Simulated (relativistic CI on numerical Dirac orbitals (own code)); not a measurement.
# Ru¹⁴⁺: how the levels respond to the fine-structure constant and the nuclear radius

How sensitive are the low transitions of Ru¹⁴⁺ to a change of α? Wanted is q = dE/dx with x = (α/α0)² − 1, and the field-shift factor by the mean square nuclear radius, for the lowest 30 levels.

The numbers are computed with relativistic CI on numerical Dirac orbitals (own code) version 2 (Dirac-Coulomb-Breit CI, KLI orbitals optimised for each configuration, derivatives by finite differences), except any that are marked as measured or tabulated.

### Step 1. What is computed

- ion: Ru¹⁴⁺ (Ru XV)
- nuclear charge: 44
- electrons: 30
- isotope: A = 102
- first configuration: [Ar] 3d10 4s2

The outer shells:

[Ar] 3d10 4s2
```
[Ar] core
3d [↑↓][↑↓][↑↓][↑↓][↑↓]
4s [↑↓]
```

### Step 2. Levels and derivatives

The run's settings:

```ini
atom Ru  Z=44  charge=14  electrons=30
nucleus A=102  rms_radius_fm=4.4809
hamiltonian dirac-coulomb  breit=on  qed=off  c_scale=1
orbitals kli  potential=per-configuration
slater_scale 1
correlation none
mixing on
configurations
  [Ar] 3d10 4s2
  [Ar] 3d10 4s 4p
  [Ar] 3d10 4p2
  [Ar] 3d10 4s 4d
  [Ar] 3d10 4d2
  [Ar] 3d10 4s 4f
  [Ar] 3d10 4p 4d
  [Ar] 3d10 4f2
end
derivatives alpha2 +-0.01 radius +-1%
```

The program writes no log. Results of the run, from its result record (rounded, main fields):

```text
{
  "status": "converged",
  "levels [i, E_cm, J2, conf, term, w_term]": [
    [0, 0, 0, "4s2", "1S", 0.983],
    [1, 225531.7, 0, "4s 4p", "3P*", 0.9981],
    [2, 235722.65, 2, "4s 4p", "3P*", 0.9658],
    [3, 266576.4, 4, "4s 4p", "3P*", 0.9978],
    [4, 343655.35, 2, "4s 4p", "1P*", 0.9521],
    [5, 530269.42, 0, "4p2", "3P", 0.8883],
    [6, 557043.29, 2, "4p2", "3P", 0.9978],
    [7, 558917.62, 4, "4p2", "1D", 0.5901],
    [8, 597154.15, 4, "4p2", "3P", 0.655],
    [9, 651128.67, 0, "4p2", "1S", 0.8656],
    [10, 723579.98, 2, "4s 4d", "3D", 1],
    [11, 726204.08, 4, "4s 4d", "3D", 0.9976],
    [12, 730514.91, 6, "4s 4d", "3D", 1],
    [13, 792188.02, 4, "4s 4d", "1D", 0.8797],
    [14, 960530.81, 4, "4p 4d", "3F*", 0.8507],
    [15, 979194.34, 6, "4p 4d", "3F*", 0.924],
    [16, 995854.25, 4, "4p 4d", "1D*", 0.6024],
    [17, 1005004.7, 8, "4p 4d", "3F*", 0.9782],
    [18, 1016201.8, 2, "4p 4d", "3D*", 0.6467],
    [19, 1026558, 4, "4p 4d", "3P*", 0.3692],
    [20, 1042190.4, 0, "4p 4d", "3P*", 0.9981],
    [21, 1044498.4, 6, "4p 4d", "3D*", 0.8201],
    [22, 1044555.9, 2, "4p 4d", "3P*", 0.685],
    [23, 1047882.4, 4, "4p 4d", "3D*", 0.578],
    [24, 1070444.7, 6, "4p 4d", "1F*", 0.6604],
    [25, 1110064.9, 2, "4p 4d", "1P*", 0.9265],
    [26, 1178350.9, 4, "4s 4f", "3F*", 0.9847],
    [27, 1178658.6, 6, "4s 4f", "3F*", 0.982],
    [28, 1179124.8, 8, "4s 4f", "3F*", 0.9782],
    [29, 1233523.9, 6, "4s 4f", "1F*", 0.783]
  ],
  "sensitivity [i, q_alpha_cm, field_shift_GHz_per_fm2]": [
    [0, 0, 0],
    [1, 1.095e+04, -47.17],
    [2, 1.887e+04, -47.38],
    [3, 5.461e+04, -47.98],
    [4, 4.849e+04, -48.75],
    [5, 3.152e+04, -96.45],
    [6, 6.777e+04, -97.23],
    [7, 6.735e+04, -93.86],
    [8, 1.087e+05, -95.39],
    [9, 1.04e+05, -96.47],
    [10, 5.858e+04, -47.01],
    [11, 6.109e+04, -47.03],
    [12, 6.555e+04, -46.97],
    [13, 6.605e+04, -52.83],
    [14, 7.225e+04, -95.85],
    [15, 8.973e+04, -95.73],
    [16, 8.963e+04, -96.48],
    [17, 1.208e+05, -95.96],
    [18, 7.848e+04, -96.41],
    [19, 1.069e+05, -96.76],
    [20, 1.15e+05, -96.98],
    [21, 1.09e+05, -95.72],
    [22, 1.154e+05, -97],
    [23, 1.177e+05, -96.99],
    [24, 1.063e+05, -87.08],
    [25, 1.139e+05, -96.14],
    [26, 6.255e+04, -46.11],
    [27, 6.293e+04, -46.23],
    [28, 6.358e+04, -46.43],
    [29, 7.21e+04, -56.4]
  ],
  "n_levels_all": 30,
  "configurations [conf, odd, states]": [
    ["4s2", 0, 1],
    ["4s 4p", 1, 12],
    ["4p2", 0, 15],
    ["4s 4d", 0, 20],
    ["4d2", 0, 45],
    ["4s 4f", 1, 28],
    ["4p 4d", 1, 60],
    ["4f2", 0, 91]
  ]
}
```

Run time: 1 s. Hardware: 1 thread, shared host.

The relative sensitivity K = 2q/E of the transition from the lowest level:

```tsv
level	energy (eV)	q (cm⁻¹)	K	field shift (GHz/fm²)
4s 4p 3P°0	27.96	10950	0.097	-47.2
4s 4p 3P°1	29.23	18870	0.160	-47.4
4s 4p 3P°2	33.05	54610	0.410	-48
4s 4p 1P°1	42.61	48490	0.282	-48.7
4p2 3P0	65.75	31520	0.119	-96.4
4p2 3P1	69.06	67770	0.243	-97.2
4p2 [4p1/2 4p3/2] J=2	69.30	67350	0.241	-93.9
4p2 [4p3/2^2] J=2	74.04	108700	0.364	-95.4
4p2 1S0	80.73	104000	0.319	-96.5
4s 4d 3D1	89.71	58580	0.162	-47
4s 4d 3D2	90.04	61090	0.168	-47
4s 4d 3D3	90.57	65550	0.179	-47
4s 4d 1D2	98.22	66050	0.167	-52.8
4p 4d 3F°2	119.09	72250	0.150	-95.8
4p 4d 3F°3	121.40	89730	0.183	-95.7
4p 4d 1D°2	123.47	89630	0.180	-96.5
4p 4d 3F°4	124.60	120800	0.240	-96
```

### Step 3. What came out

```
                             quantity                     value
                         lowest level                   4s2 1S0
  largest q in size, lowest 30 levels  120800 cm⁻¹ (4p 4d 3F°4)
largest field-shift factor among them   -97.2 GHz/fm² (4p2 3P1)
```

What this shows: Among these levels the largest q belongs to 4p 4d 3F°4, a change of configuration. K = 2q/E, the relative sensitivity of a level, hangs on the computed energy: between configurations that lie close it can be off by a factor of several.
